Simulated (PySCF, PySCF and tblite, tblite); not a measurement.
**C3H10FGeP: a path driven as pyramidal inversion, and NMR exchange**

How fast is pyramidal inversion in C3H10FGeP (`CC[C@@H](F)[GeH2][PH2]`), and when do the exchanging lines merge?

Programs: PySCF 2.14.0 with density-fitted response routines of our own, and tblite 0.8.0. All values are computed, except where a source is named. Atoms count from 0 throughout.

### 1 The starting structure

16 atoms, charge 0, multiplicity 1; geometry from: force field or distance geometry start.

Bonds of the start (Å): C0–C1 1.54, C0–H6 1.11, C0–H7 1.10, C0–H8 1.11, C1–C2 1.52, C1–H10 1.12, C1–H9 1.10, C2–F3 1.37, C2–Ge4 1.96, C2–H11 1.11, Ge4–H12 1.55, Ge4–H13 1.56, Ge4–P5 2.28, P5–H14 1.44, P5–H15 1.44.

### 2 GFN2-xTB relaxation, start minimum

The job: settings as JSON, then the geometry in Å.

```
{"job": {"xc": "GFN2-xTB", "basis": "xTB", "kind": "relax"}, "charge": 0, "multiplicity": 1}
C      2.413200    -0.565800     0.529200
C      1.089100     0.209800     0.371200
C      0.176800    -0.462200    -0.636800
F     -0.193400    -1.715400    -0.217200
Ge    -1.448300     0.605700    -0.873700
P     -2.609100     0.708700     1.084100
H      2.211500    -1.590900     0.891300
H      2.942800    -0.607100    -0.439600
H      3.061600    -0.048200     1.265700
H      1.320400     1.241100     0.057500
H      0.585200     0.252700     1.367900
H      0.676400    -0.544000    -1.620500
H     -2.342900    -0.050700    -1.954500
H     -1.055800     2.038600    -1.333100
H     -3.017800    -0.674000     1.026800
H     -3.817100     1.210600     0.470400
```

Run with:

```console
> OMP_NUM_THREADS=1 python ens_run.py task.json out
```

This one command runs the whole study; its stages follow in the order run.

The program printed:

```text
step      E/eV     max force
  0    -562.99483    1.215
  1    -563.09210    0.753
  2    -563.15437    0.358
  3    -563.16438    0.351
  4    -563.18450    0.191
  5    -563.18795    0.180
  6    -563.19153    0.132
  7    -563.19323    0.148
  8    -563.19483    0.086
  9    -563.19572    0.074
 10    -563.19668    0.088
 11    -563.19768    0.133
 12    -563.19863    0.110
 13    -563.19929    0.062
 14    -563.19978    0.060
 15    -563.20022    0.065
 16    -563.20059    0.059
 17    -563.20084    0.033
 18    -563.20100    0.028
 19    -563.20114    0.045
 20    -563.20131    0.051
 21    -563.20149    0.034
 22    -563.20166    0.036
 23    -563.20180    0.029
 24    -563.20191    0.030
 25    -563.20201    0.024
 26    -563.20212    0.033
 27    -563.20226    0.034
 28    -563.20243    0.039
 29    -563.20263    0.041
 30    -563.20283    0.034
 31    -563.20305    0.044
 32    -563.20328    0.047
 33    -563.20350    0.041
 34    -563.20369    0.041
 35    -563.20389    0.046
 36    -563.20417    0.059
 37    -563.20457    0.076
 38    -563.20505    0.072
 39    -563.20550    0.047
 40    -563.20590    0.059
 41    -563.20637    0.083
 42    -563.20700    0.097
 43    -563.20766    0.078
 44    -563.20808    0.047
 45    -563.20829    0.042
 46    -563.20839    0.041
 47    -563.20853    0.042
 48    -563.20867    0.025
 49    -563.20886    0.030
 50    -563.20897    0.033
 51    -563.20926    0.047
 52    -563.20963    0.058
 53    -563.21005    0.051
 54    -563.21034    0.036
 55    -563.21054    0.034
 56    -563.21071    0.039
 57    -563.21089    0.048
 58    -563.21107    0.042
 59    -563.21120    0.028
 60    -563.21133    0.027
 61    -563.21149    0.028
 62    -563.21170    0.041
 63    -563.21189    0.038
 64    -563.21204    0.027
 65    -563.21216    0.026
 66    -563.21227    0.035
 67    -563.21237    0.031
 68    -563.21243    0.018
 69    -563.21247    0.018
 70    -563.21252    0.020
 71    -563.21260    0.035
 72    -563.21270    0.036
 73    -563.21277    0.021
 74    -563.21281    0.015
 75    -563.21282    0.013
 76    -563.21285    0.020
 77    -563.21289    0.028
 78    -563.21296    0.028
 79    -563.21304    0.021
 80    -563.21311    0.018
 81    -563.21317    0.020
 82    -563.21321    0.023
 83    -563.21325    0.014
 84    -563.21327    0.012
 85    -563.21329    0.011
 86    -563.21332    0.015
 87    -563.21335    0.015
 88    -563.21337    0.008
 89    -563.21339    0.009
 90    -563.21340    0.010
 91    -563.21342    0.012
 92    -563.21345    0.013
 93    -563.21348    0.012
 94    -563.21350    0.009
 95    -563.21351    0.010
 96    -563.21352    0.013
 97    -563.21354    0.013
 98    -563.21355    0.011
 99    -563.21356    0.008
100    -563.21357    0.007
101    -563.21358    0.007
102    -563.21359    0.006
103    -563.21360    0.007
104    -563.21361    0.010
105    -563.21362    0.012
106    -563.21363    0.012
107    -563.21366    0.011
108    -563.21368    0.012
109    -563.21370    0.014
110    -563.21373    0.013
111    -563.21375    0.012
112    -563.21377    0.016
113    -563.21380    0.015
114    -563.21382    0.013
115    -563.21385    0.014
116    -563.21387    0.015
117    -563.21389    0.012
118    -563.21391    0.009
119    -563.21392    0.007
120    -563.21392    0.006
121    -563.21393    0.006
122    -563.21393    0.005
123    -563.21394    0.005
124    -563.21394    0.004
125    -563.21394    0.004
126    -563.21394    0.004
127    -563.21395    0.004
128    -563.21395    0.005
129    -563.21395    0.004
130    -563.21395    0.005
131    -563.21396    0.005
132    -563.21396    0.005
133    -563.21397    0.005
134    -563.21397    0.009
135    -563.21398    0.014
136    -563.21399    0.015
137    -563.21400    0.013
138    -563.21401    0.006
139    -563.21402    0.006
140    -563.21403    0.006
141    -563.21404    0.007
142    -563.21405    0.007
143    -563.21406    0.006
144    -563.21406    0.006
145    -563.21407    0.005
146    -563.21407    0.003
147    -563.21407    0.002
```

Wall time 2.5 s (1 thread of Intel Xeon Platinum 8259CL at 2.50GHz, shared host).

Gain 0.219 eV; displacement 0.25 Å root mean square.

### 3 Relaxed scan, inversion

The job: settings as JSON, then the geometry in Å.

```
{"job": {"xc": "GFN2-xTB", "basis": "xTB", "coordinate": [["t", [15, 4, 14, 5], 0.3333333333333333], ["t", [4, 14, 15, 5], 0.3333333333333333], ["t", [14, 15, 4, 5], 0.3333333333333333]], "kind": "drive"}, "charge": 0, "multiplicity": 1}
C      2.359374    -0.580340     0.579484
C      1.032322     0.152150     0.425619
C      0.205473    -0.378453    -0.729480
F     -0.154773    -1.702854    -0.477886
Ge    -1.528199     0.599436    -0.971076
P     -2.469748     0.952278     1.097291
H      2.183984    -1.643010     0.730384
H      2.969882    -0.455015    -0.312683
H      2.910281    -0.194810     1.433915
H      1.203657     1.217635     0.248929
H      0.446553     0.052467     1.344919
H      0.797851    -0.411054    -1.648812
H     -2.347225    -0.189489    -1.970409
H     -1.232414     1.916407    -1.658007
H     -2.631057    -0.410620     1.313062
H     -3.753561     1.084216     0.583340
```

The program printed:

```text
point  coordinate     E/eV
  0    -43.800     -563.05065
  1    -31.600     -562.62042
  2    -17.200     -562.11905
  3     -0.400     -561.82792
  4     16.800     -562.03653
  5     31.700     -562.54890
  6     43.900     -562.99254
  7     53.200     -563.16225
```

Wall time 2.6 s (1 thread of Intel Xeon Platinum 8259CL at 2.50GHz, shared host).

The highest point is number 3, 28.2 kcal/mol above the first.

### 4 Nudged elastic band, leg 1

Changed since step 3:

```diff
@@ -1,2 +1,2 @@
-{"job": {"xc": "GFN2-xTB", "basis": "xTB", "coordinate": [["t", [15, 4, 14, 5], 0.3333333333333333], ["t", [4, 14, 15, 5], 0.3333333333333333], ["t", [14, 15, 4, 5], 0.3333333333333333]], "kind": "drive"}, "charge": 0, "multiplicity": 1}
+{"job": {"xc": "GFN2-xTB", "basis": "xTB", "kind": "neb"}, "charge": 0, "multiplicity": 1}
 C      2.359374    -0.580340     0.579484
```

The program printed:

```text
image   E - E0 / eV
  0       0.0000
  1       0.1696
  2       1.3895
  3       0.3460
  4       0.0558
  5       0.0328
  6       0.0154
```

It took 3.5 s on 1 thread of Intel Xeon Platinum 8259CL at 2.50GHz, shared host; peak memory 0.19 GiB.

The highest point is number 2, 32.0 kcal/mol above the first.

### 5 Saddle search, leg 1

The job: settings as JSON, then the geometry in Å.

```
{"job": {"xc": "GFN2-xTB", "basis": "xTB", "kind": "saddle"}, "charge": 0, "multiplicity": 1}
C      2.338897    -0.547056     0.612494
C      0.989259     0.127770     0.408086
C      0.238563    -0.428841    -0.784871
F     -0.088672    -1.762528    -0.565889
Ge    -1.500702     0.496385    -1.153944
P     -2.683341     0.566710     0.722945
H      2.205815    -1.615946     0.761728
H      2.977172    -0.396859    -0.256488
H      2.839481    -0.134747     1.485046
H      1.120826     1.201500     0.244739
H      0.368488    -0.003560     1.298654
H      0.870964    -0.431123    -1.678816
H     -2.213992    -0.225651    -2.284318
H     -1.325121     1.941221    -1.558692
H     -2.598361    -0.343066     1.710891
H     -3.539278     1.555789     1.038434
```

The program printed:

```text
step      E/eV     max force
  0    -561.82459   0.0528
  1    -561.82999   0.0416
  2    -561.83237   0.1572
  3    -561.83185   0.0226
  4    -561.83344   0.0493
  5    -561.83265   0.0122
  6    -561.83352   0.0124
  7    -561.83430   0.0153
  8    -561.83498   0.0144
  9    -561.83577   0.0464
 10    -561.83534   0.0089
 11    -561.83576   0.0081
 12    -561.83628   0.0129
 13    -561.83668   0.0277
 14    -561.83705   0.0220
 15    -561.83724   0.0484
 16    -561.83718   0.0115
 17    -561.83731   0.0127
 18    -561.83737   0.0128
 19    -561.83739   0.0033
lowest wavenumbers (cm-1): -851.9 33.0 68.6 91.6 116.5 167.9
```

Wall time 10 s (1 thread of Intel Xeon Platinum 8259CL at 2.50GHz, shared host); peak memory 0.2 GiB.

Point group C1; 1 imaginary mode, 852i cm⁻¹, carried by H15, H14, P5. Steps downhill from it reached both ends.

### 6 Shieldings, start: PBE0/pcSseg-1

The job: settings as JSON, then the geometry in Å.

```
{"job": {"kind": "nmr", "xc": "PBE0", "basis": "pcSseg-1", "pop": false}, "charge": 0, "multiplicity": 1}
C      2.359374    -0.580340     0.579484
C      1.032322     0.152150     0.425619
C      0.205473    -0.378453    -0.729480
F     -0.154773    -1.702854    -0.477886
Ge    -1.528199     0.599436    -0.971076
P     -2.469748     0.952278     1.097291
H      2.183984    -1.643010     0.730384
H      2.969882    -0.455015    -0.312683
H      2.910281    -0.194810     1.433915
H      1.203657     1.217635     0.248929
H      0.446553     0.052467     1.344919
H      0.797851    -0.411054    -1.648812
H     -2.347225    -0.189489    -1.970409
H     -1.232414     1.916407    -1.658007
H     -2.631057    -0.410620     1.313062
H     -3.753561     1.084216     0.583340
```

The program printed:

```text
coarse grid: 59392 points
cycle   1  E = -2637.5518605227  dE = -3.341e-01  |g| = 9.629e-01  |ddm| = 3.492e+00
cycle   2  E = -2637.4995582544  dE =  5.230e-02  |g| = 1.082e+00  |ddm| = 1.122e+00
cycle   3  E = -2637.6330848356  dE = -1.335e-01  |g| = 1.395e-01  |ddm| = 7.514e-01
cycle   4  E = -2637.6357836383  dE = -2.699e-03  |g| = 5.500e-02  |ddm| = 1.169e-01
cycle   5  E = -2637.6361962124  dE = -4.126e-04  |g| = 7.680e-03  |ddm| = 3.704e-02
cycle   6  E = -2637.6362094795  dE = -1.327e-05  |g| = 1.843e-03  |ddm| = 1.067e-02
cycle   7  E = -2637.6362104996  dE = -1.020e-06  |g| = 4.762e-04  |ddm| = 2.740e-03
final grid: 123912 points
cycle   8  E = -2637.6361481021  dE = -6.045e-08  |g| = 5.822e-04  |ddm| = 2.322e-03
cycle   9  E = -2637.6361480532  dE =  4.891e-08  |g| = 7.347e-04  |ddm| = 1.182e-03
cycle  10  E = -2637.6361481852  dE = -1.320e-07  |g| = 4.725e-05  |ddm| = 6.539e-04
cycle  11  E = -2637.6361481856  dE = -3.865e-10  |g| = 1.208e-05  |ddm| = 4.762e-05
converged SCF energy = -2637.6361481856

GIAO shielding tensors (ppm)
atom      isotropic    diamagn.    paramagn.     s11        s22        s33       span
  0 C      172.861     245.449     -72.588    154.701    175.368    188.514     33.813
  1 C      154.226     249.926     -95.701    144.085    152.013    166.579     22.494
  2 C       90.089     247.755    -157.665     48.410     77.867    143.991     95.581
  3 F      414.121     477.289     -63.169    385.350    400.929    456.083     70.732
  4 Ge    1490.672    2756.974   -1266.301   1389.755   1503.680   1578.582    188.827
  5 P      644.726     966.493    -321.767    581.346    617.141    735.691    154.345
  6 H       30.070      29.273       0.797     25.083     29.523     35.603     10.520
  7 H       30.880      28.976       1.904     26.498     28.536     37.607     11.108
  8 H       30.503      27.969       2.534     25.409     28.015     38.085     12.676
  9 H       30.217      32.190      -1.973     24.282     31.749     34.621     10.340
 10 H       29.759      32.686      -2.926     23.272     30.894     35.112     11.840
 11 H       26.679      32.222      -5.543     24.666     26.228     29.143      4.477
 12 H       27.045      29.664      -2.620     20.240     21.929     38.965     18.725
 13 H       27.573      29.812      -2.239     21.396     22.154     39.169     17.773
 14 H       30.369      29.304       1.064     24.220     28.342     38.544     14.324
 15 H       30.606      28.479       2.127     24.485     26.845     40.488     16.004
```

Run time: 40 s. Hardware: 1 thread of Intel Xeon Platinum 8259CL at 2.50GHz, shared host; peak memory 0.8 GiB.

Key values: HOMO -7.66 eV, LUMO 0.26 eV; dipole 0.96 D.

### 7 Shieldings, saddle of leg 1: PBE0/pcSseg-1

The job: settings as JSON, then the geometry in Å.

```
{"job": {"kind": "nmr", "xc": "PBE0", "basis": "pcSseg-1", "pop": false}, "charge": 0, "multiplicity": 1}
C      2.363754    -0.535478     0.610431
C      0.982231     0.084413     0.439295
C      0.286215    -0.396236    -0.817045
F      0.037616    -1.763125    -0.733175
Ge    -1.526306     0.420427    -1.140454
P     -2.691826     0.650644     0.735681
H      2.286477    -1.619893     0.638376
H      3.013394    -0.256820    -0.217155
H      2.819272    -0.196573     1.537637
H      1.057038     1.174237     0.382648
H      0.352213    -0.164776     1.297800
H      0.931761    -0.275527    -1.693184
H     -2.256557    -0.467386    -2.122711
H     -1.473823     1.833376    -1.666903
H     -2.953252    -0.313668     1.637267
H     -3.228209     1.826386     1.111494
```

The program printed:

```text
coarse grid: 59392 points
cycle   1  E = -2637.5052270473  dE = -2.169e-01  |g| = 9.811e-01  |ddm| = 3.554e+00
cycle   2  E = -2637.4505506578  dE =  5.468e-02  |g| = 1.111e+00  |ddm| = 1.180e+00
cycle   3  E = -2637.5926440722  dE = -1.421e-01  |g| = 1.415e-01  |ddm| = 7.652e-01
cycle   4  E = -2637.5953774405  dE = -2.733e-03  |g| = 5.811e-02  |ddm| = 1.168e-01
cycle   5  E = -2637.5958332870  dE = -4.558e-04  |g| = 7.287e-03  |ddm| = 3.820e-02
cycle   6  E = -2637.5958453339  dE = -1.205e-05  |g| = 1.965e-03  |ddm| = 1.042e-02
cycle   7  E = -2637.5958463945  dE = -1.061e-06  |g| = 4.842e-04  |ddm| = 2.591e-03
final grid: 123912 points
cycle   8  E = -2637.5958699758  dE = -1.070e-08  |g| = 6.192e-04  |ddm| = 1.890e-03
cycle   9  E = -2637.5958699059  dE =  6.995e-08  |g| = 8.131e-04  |ddm| = 1.491e-03
cycle  10  E = -2637.5958700747  dE = -1.689e-07  |g| = 5.092e-05  |ddm| = 8.144e-04
cycle  11  E = -2637.5958700751  dE = -3.906e-10  |g| = 1.046e-05  |ddm| = 3.750e-05
converged SCF energy = -2637.5958700751

GIAO shielding tensors (ppm)
atom      isotropic    diamagn.    paramagn.     s11        s22        s33       span
  0 C      173.239     245.746     -72.507    156.672    174.829    188.217     31.545
  1 C      154.754     248.988     -94.234    144.770    155.249    164.243     19.473
  2 C       88.681     248.446    -159.765     49.942     78.382    137.719     87.777
  3 F      412.555     476.993     -64.438    389.023    396.765    451.877     62.854
  4 Ge    1478.314    2755.097   -1276.783   1286.842   1530.700   1617.399    330.558
  5 P      655.106     970.798    -315.692    472.144    646.876    846.298    374.154
  6 H       30.075      29.306       0.769     25.122     29.355     35.748     10.627
  7 H       30.799      29.038       1.761     26.329     28.532     37.536     11.207
  8 H       30.407      28.260       2.147     25.332     27.994     37.895     12.563
  9 H       30.331      32.323      -1.992     24.383     31.625     34.984     10.600
 10 H       29.115      32.651      -3.536     22.827     30.125     34.393     11.567
 11 H       26.834      32.032      -5.198     24.804     26.350     29.347      4.542
 12 H       26.358      28.177      -1.819     18.188     22.164     38.721     20.533
 13 H       27.116      28.935      -1.819     20.897     22.157     38.293     17.396
 14 H       30.445      30.972      -0.527     23.307     27.581     40.447     17.140
 15 H       30.576      30.445       0.131     23.404     27.091     41.232     17.827
```

Run time: 42 s. Hardware: 1 thread of Intel Xeon Platinum 8259CL at 2.50GHz, shared host; peak memory 0.81 GiB.

Key values: HOMO -5.87 eV, LUMO 0.01 eV; dipole 1.70 D.

### 8 Shieldings, end: PBE0/pcSseg-1

The job: settings as JSON, then the geometry in Å.

```
{"job": {"kind": "nmr", "xc": "PBE0", "basis": "pcSseg-1", "pop": false}, "charge": 0, "multiplicity": 1}
C      2.273714    -0.457137     0.635086
C      0.914141     0.201527     0.432146
C      0.142323    -0.413567    -0.718606
F     -0.191321    -1.729517    -0.408311
Ge    -1.611303     0.496198    -1.131749
P     -3.092475     0.639657     0.617405
H      2.149059    -1.521657     0.819861
H      2.894258    -0.330483    -0.249717
H      2.788162    -0.015504     1.485293
H      1.037941     1.267363     0.220204
H      0.320656     0.101699     1.345631
H      0.767155    -0.475291    -1.614014
H     -2.224033    -0.263845    -2.283599
H     -1.292475     1.865256    -1.697856
H     -2.743164    -0.620025     1.084853
H     -2.162210     1.269971     1.436700
```

The program printed:

```text
coarse grid: 59392 points
cycle   1  E = -2637.5522964070  dE = -3.412e-01  |g| = 9.622e-01  |ddm| = 3.497e+00
cycle   2  E = -2637.4992759919  dE =  5.302e-02  |g| = 1.083e+00  |ddm| = 1.128e+00
cycle   3  E = -2637.6332446981  dE = -1.340e-01  |g| = 1.428e-01  |ddm| = 7.579e-01
cycle   4  E = -2637.6361198671  dE = -2.875e-03  |g| = 5.567e-02  |ddm| = 1.213e-01
cycle   5  E = -2637.6365491948  dE = -4.293e-04  |g| = 7.688e-03  |ddm| = 3.790e-02
cycle   6  E = -2637.6365627237  dE = -1.353e-05  |g| = 1.805e-03  |ddm| = 1.076e-02
cycle   7  E = -2637.6365637000  dE = -9.764e-07  |g| = 4.876e-04  |ddm| = 2.675e-03
final grid: 123912 points
cycle   8  E = -2637.6365500319  dE = -4.568e-08  |g| = 5.892e-04  |ddm| = 2.606e-03
cycle   9  E = -2637.6365499772  dE =  5.469e-08  |g| = 7.572e-04  |ddm| = 1.242e-03
cycle  10  E = -2637.6365501168  dE = -1.396e-07  |g| = 4.491e-05  |ddm| = 6.922e-04
cycle  11  E = -2637.6365501172  dE = -3.738e-10  |g| = 1.108e-05  |ddm| = 5.105e-05
converged SCF energy = -2637.6365501172

GIAO shielding tensors (ppm)
atom      isotropic    diamagn.    paramagn.     s11        s22        s33       span
  0 C      172.650     245.827     -73.177    154.564    175.124    188.262     33.698
  1 C      155.456     249.760     -94.304    143.359    154.209    168.800     25.442
  2 C       89.081     247.958    -158.876     48.788     78.698    139.757     90.969
  3 F      417.937     477.131     -59.194    386.320    404.845    462.648     76.328
  4 Ge    1495.655    2756.566   -1260.911   1349.634   1534.958   1602.373    252.740
  5 P      651.413     966.513    -315.100    582.229    643.183    728.826    146.597
  6 H       30.049      29.437       0.611     25.066     29.451     35.629     10.563
  7 H       30.846      29.249       1.597     26.470     28.588     37.479     11.009
  8 H       30.487      28.294       2.193     25.432     27.941     38.088     12.657
  9 H       30.313      32.581      -2.267     24.258     31.755     34.927     10.669
 10 H       29.646      33.139      -3.493     23.813     30.922     34.203     10.391
 11 H       26.742      32.395      -5.653     24.776     26.533     28.917      4.142
 12 H       27.458      29.242      -1.784     20.387     22.624     39.363     18.976
 13 H       27.624      29.603      -1.979     21.046     22.647     39.180     18.134
 14 H       30.363      30.416      -0.054     24.355     28.210     38.523     14.168
 15 H       30.546      30.633      -0.087     24.602     28.208     38.828     14.226
```

It took 43 s on 1 thread of Intel Xeon Platinum 8259CL at 2.50GHz, shared host; peak memory 0.81 GiB.

In short: HOMO -7.49 eV, LUMO 0.29 eV; dipole 1.88 D.

[end of part 1 of 2]
